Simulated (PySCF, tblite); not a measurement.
# C5H16N2Si2: geometry, infrared bands and NMR shifts

Aim: predict the infrared bands and NMR shifts of C5H16N2Si2 (`N[Si@@H](C[SiH3])N1CCCC1`).

Programs: tblite 0.8.0 and PySCF 2.14.0, with density-fitted response routines of our own. Each step states its level of theory. These are calculated values for one molecule in the gas phase, unless marked as measured. Atoms are numbered from 0 throughout.

### Step 1. The starting structure

25 atoms, charge 0, multiplicity 1; geometry from: force field or distance geometry start.

Bonds of the start (Å): N0–Si1 1.81, Si1–C2 1.87, C2–Si3 1.86, Si1–N4 1.77, N4–C5 1.44, C5–C6 1.52, C6–C7 1.52, C7–C8 1.53, C8–N4 1.44, N0–H9 1.05, N0–H10 1.03, Si1–H11 1.46, C2–H12 1.12, C2–H13 1.10, Si3–H14 1.46, Si3–H15 1.47, Si3–H16 1.48, C5–H17 1.10, C5–H18 1.12, C6–H19 1.10, C6–H20 1.11, C7–H21 1.10, C7–H22 1.13, C8–H23 1.09, C8–H24 1.11.

### Step 2. Optimising the geometry with GFN2-xTB

What the job is given:

```
{"job": {"kind": "relax", "xc": "GFN2-xTB", "basis": "xTB"}, "charge": 0, "multiplicity": 1}
N      1.008400    -0.943600     2.137200
Si     0.765400    -0.095300     0.556800
C      2.198300    -0.589800    -0.539700
Si     3.513500     0.719400    -0.626300
N     -0.804400    -0.654300    -0.052700
C     -1.779600    -0.448200     0.984400
C     -3.016700     0.027400     0.239200
C     -2.339900     0.976300    -0.742800
C     -1.237000     0.037100    -1.233800
H      0.599900    -1.914800     2.084000
H      2.010000    -1.045200     2.367400
H      0.712000     1.349200     0.767500
H      1.817700    -0.764400    -1.573200
H      2.629300    -1.542200    -0.186200
H      3.749400     1.011800    -2.039400
H      3.092000     1.946200     0.056600
H      4.777000     0.249500    -0.007900
H     -1.945300    -1.376200     1.560100
H     -1.446500     0.386700     1.644500
H     -3.740500     0.528100     0.894800
H     -3.440300    -0.833500    -0.310900
H     -3.020100     1.290200    -1.554700
H     -1.906600     1.845400    -0.171700
H     -0.459300     0.552400    -1.788500
H     -1.747700    -0.688100    -1.898200
```

On the command line:

```console
> OMP_NUM_THREADS=1 python probes_run.py task.json out
```

This one command runs all jobs of the session in turn.

**Question.** This job is followed by: GFN2-xTB harmonic vibrations, gas phase; GIAO PBE0/pcSseg-1 NMR shielding, non-relativistic, gas phase. What will the session give for the following? strongest single infrared mode (GFN2-xTB); zero-point energy (GFN2-xTB); ¹³C shifts against TMS (PBE0/pcSseg-1, means over atoms taken as alike); ¹H shifts against TMS (PBE0/pcSseg-1, means over atoms taken as alike); ¹⁵N shifts against NH3 (PBE0/pcSseg-1); ²⁹Si shifts against TMS (PBE0/pcSseg-1).

The runs gave:

| quantity | value |
| --- | --- |
| strongest single infrared mode (GFN2-xTB) | 2222 cm⁻¹, 445 km/mol |
| zero-point energy (GFN2-xTB) | 127.3 kcal/mol |
| ¹³C shifts against TMS (PBE0/pcSseg-1, means over atoms taken as alike) | 50.5, 27.1, -3.3 ppm |
| ¹H shifts against TMS (PBE0/pcSseg-1, means over atoms taken as alike) | 5.08, 3.91, 3.37, 2.92, 1.62, 1.55, 0.12, -0.14, -0.16 ppm |
| ¹⁵N shifts against NH3 (PBE0/pcSseg-1) | 65.3, 21.1 ppm |
| ²⁹Si shifts against TMS (PBE0/pcSseg-1) | -20.1, -79.0 ppm |

Over 225 steps the energy fell by 0.822 eV; of the close pairs, N0–Si1 changed most, 1.810 to 1.728 Å. No mode is imaginary among the 69: a minimum at this level. The strongest single mode, at 2222 cm⁻¹, moves mainly H16. GFN2-xTB is a fitted tight-binding method: band positions and strengths are rough. Its intensities can rank the bands wrongly. At PBE0/pcSseg-1: Shielding is most anisotropic at Si1 (span 99 ppm, paramagnetic term -515 ppm).
